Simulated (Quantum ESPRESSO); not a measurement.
## Ga3F: zone-centre phonons under several settings

```
Ga F
1.0
     4.08077    0.00000    0.00000
     0.00000    4.08077    0.00000
     0.00000    0.00000    4.08077
Ga F
3 1
Direct
  0.50000 0.50000 0.00000
  0.50000 0.00000 0.50000
  0.00000 0.50000 0.50000
  0.00000 0.00000 0.00000
```

The cell was built by a generator and needn't be a form met in nature.

All runs used Quantum ESPRESSO 7.5; potentials PseudoDojo 0.4.1 SR PBEsol standard; k mesh 4 × 4 × 4, shifted; no spin polarisation; cutoff 1143 eV; occupations fermi-dirac, width 0.05 eV.

| level | geometry | volume (Å³/atom) | pressure (GPa) | lowest optical mode without the field (cm⁻¹) | highest optical mode without the field (cm⁻¹) |
| --- | --- | --- | --- | --- | --- |
| PBEsol | relaxed at 0 GPa | 16.15 | 0.0 | 33i | 150 |
| PBEsol | relaxed at 10 GPa | ? | 10.0 | ? | ? |
| PBEsol | relaxed at 25 GPa | 12.77 | 25.0 | 106 | 248 |

Q: What stands in the row left open?

A: Volume 14.27 Å³/atom; lowest optical mode without the field 72 cm⁻¹; highest optical mode without the field 199 cm⁻¹.

Values marked i are imaginary: the cell is unstable against those modes at that level, or the meshes are too thin.

Caveats: all runs use coarse meshes; the mesh is thin for the phonons of a metal; the volume moved by over 15 % at a fixed basis, so the end points are rough (some runs); the cell is more than 3 GPa from zero pressure, which shifts response properties (some runs); some modes are imaginary (some runs).

For the row left open. Caveat: the k mesh is coarse (spacing up to 0.38 Å⁻¹), so the values aren't converged; the mesh is thin for the phonons of a metal; the volume moved by over 15 % at a fixed basis, so the end points are rough; the cell is more than 3 GPa from zero pressure, which shifts response properties.
